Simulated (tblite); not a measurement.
# C4H13AlN2Si2: the cost of one run

Computed with tblite 0.8.0 and PySCF 2.14.0, with density-fitted response routines of our own, on a single molecule in the gas phase. Atoms count from 0, in the outputs and in this text.

### 1 The molecule as given

22 atoms, charge 0, multiplicity 1; geometry from: force field or distance geometry start.

Bonds of the start (Å): C0–C1 1.32, C1–C2 1.51, C1–Al3 1.99, Al3–N4 1.93, N4–Si5 1.79, Si5–C6 1.88, C6–N7 1.46, N7–Si8 1.79, Si8–N4 1.79, C0–H9 1.08, C0–H10 1.10, C2–H11 1.10, C2–H12 1.13, C2–H13 1.11, Al3–H14 1.59, Si5–H15 1.48, Si5–H16 1.46, C6–H17 1.12, C6–H18 1.10, N7–H19 1.04, Si8–H20 1.48, Si8–H21 1.47.

### 2 Geometry optimisation with GFN2-xTB

What the job is given:

```
{"job": {"kind": "relax", "xc": "GFN2-xTB", "basis": "xTB"}, "charge": 0, "multiplicity": 1}
C     -3.337900     1.324400    -0.588100
C     -2.441100     0.571800     0.022100
C     -2.773100    -0.817900     0.509900
Al    -0.573900     1.226300     0.205500
N      0.757100     0.092100     1.020500
Si     0.996100    -1.327900    -0.042500
C      2.761400    -1.163700    -0.657700
N      3.186600     0.233400    -0.544400
Si     2.345300     0.911300     0.883500
H     -3.093600     2.312700    -0.956200
H     -4.365700     0.970500    -0.732100
H     -2.133600    -1.109600     1.357700
H     -3.842500    -0.859300     0.861800
H     -2.633600    -1.537700    -0.326200
H     -0.188800     2.677400    -0.329700
H      0.846700    -2.562800     0.752000
H      0.080700    -1.341900    -1.185200
H      3.420200    -1.802600    -0.021800
H      2.831300    -1.515800    -1.699500
H      2.810000     0.741800    -1.374300
H      2.209100     2.381800     0.757500
H      3.128800     0.615000     2.086400
```

Run with:

```bash
$ OMP_NUM_THREADS=1 python probes_run.py task.json out
```

One launch serves the whole session: the jobs run in the order shown.

Q: Estimate the wall time of this first job on 1 thread of Arm Neoverse N1, shared host.

About 3.6 s.
